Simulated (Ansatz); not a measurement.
# AgBr: the cost of one run

Program: Ansatz 0.2.0. Level of theory: DFT PBE, Gaussian basis def2-SVP, and further levels as typed in the inputs. These are calculated values, not measurements.

## 1. The system as given

Bond lengths: Ag1–Br2 2.390 Å.

Structure file:

```xyz
2

Ag    0.0000    0.0000    0.0000
Br    0.0000    0.0000    2.3900
```

## 2. Relaxing the atoms: AgBr

input.yaml reads:

```yaml
relax:
  f_tol: 0.001
  max_steps: 200
crystal:
  periodic: [false, false, false]
  atoms:
    - { symbol: Ag, position_ang: [0.0, 0.0, 0.0] }
    - { symbol: Br, position_ang: [0.0, 0.0, 2.39] }
basis:
  gaussian: { orbitals: def2-SVP }
hamiltonian:
  xc: pbe
```

The run is started by

```console
ansatz run input.yaml --threads 8 --pin off --max-ram 14336MiB --backend cpu --events-out ev --progress --plain --runs-dir out
```

What time and memory should one allow on 8 threads of AMD EPYC 7R13 (Zen 3), shared host?

About 1.1 s, with a peak of 0.14 GiB.
